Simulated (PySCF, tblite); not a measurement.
# C₆H₁₀B radical: geometry, infrared bands and EPR parameters

Wanted: the infrared bands and EPR parameters of C₆H₁₀B radical (`BC#C[C@H]([CH2])CC`), by calculation.

The runs use tblite 0.8.0 and PySCF 2.14.0, with density-fitted response routines of our own; the level of theory stands in each step. All values are computed, except where a source is named. Atoms count from 0, in the outputs and in this text.

### 1 The molecule as given

17 atoms, charge 0, multiplicity 2; geometry from: force field or distance geometry start.

Bonds of the start (Å): B0–C1 1.56, C1–C2 1.19, C2–C3 1.48, C3–C4 1.52, C3–C5 1.50, C5–C6 1.49, B0–H7 1.18, B0–H8 1.18, C3–H9 1.11, C4–H10 1.08, C4–H11 1.13, C5–H12 1.09, C5–H13 1.12, C6–H14 1.12, C6–H15 1.13, C6–H16 1.09.

### 2 Optimising the geometry with GFN2-xTB

The job: settings as JSON, then the geometry in Å.

```
{"job": {"kind": "relax", "xc": "GFN2-xTB", "basis": "xTB"}, "charge": 0, "multiplicity": 2}
B      3.450200    -0.754900     0.225400
C      2.041900    -0.128500    -0.003800
C      0.956000     0.335800    -0.148100
C     -0.382900     0.934600    -0.343500
C     -0.788600     1.568000     0.972800
C     -1.374900    -0.093600    -0.811700
C     -1.577300    -1.257800     0.100200
H      4.450200    -0.148200     0.062800
H      3.461300    -1.896100     0.526000
H     -0.358400     1.730800    -1.121300
H      0.043700     1.948000     1.552800
H     -1.470100     2.425800     0.706200
H     -1.082600    -0.450400    -1.794400
H     -2.345100     0.443300    -0.953400
H     -2.336300    -1.916200    -0.394000
H     -2.004400    -0.881000     1.079600
H     -0.689800    -1.847700     0.334400
```

Started as:

```console
$ OMP_NUM_THREADS=1 python probes_run.py task.json out
```

The driver reads the jobs from task.json and runs them one after another.

**Question.** This job is followed by: GFN2-xTB harmonic vibrations, gas phase; UKS B3LYP, pcH-1 on B C H, non-relativistic, mean-field spin-orbit, GIAO. Predict these results of the whole session: strongest single infrared mode (GFN2-xTB); zero-point energy (GFN2-xTB); g(iso) (B3LYP); ⟨S²⟩; largest a(iso) (averaged by class); surface potential, 1st and 99th percentile.

The runs gave:

```
                                 quantity                  value
strongest single infrared mode (GFN2-xTB)  2617 cm⁻¹, 170 km/mol
             zero-point energy (GFN2-xTB)          84.4 kcal/mol
                           g(iso) (B3LYP)                2.00262
                                     ⟨S²⟩     0.754 (exact 0.75)
       largest a(iso) (averaged by class)    1H on H9, 101.6 MHz
    surface potential, 1st and 99th percentile     -0.71 V and 1.00 V
```

The optimisation took 154 steps and gained 0.610 eV; among the close pairs (by a distance rule), B0–C1 changed most, from 1.558 to 1.492 Å. All 45 modes are real, so the xTB geometry is a minimum. The strongest single mode, at 2617 cm⁻¹, moves mainly H8 and H7. GFN2-xTB is a fitted tight-binding method: band positions and strengths are rough. Its intensities can rank the bands wrongly. Most of the unpaired spin sits on C4 (1.08 e). The isotropic g lies 0.3 ppt above the free-electron value.
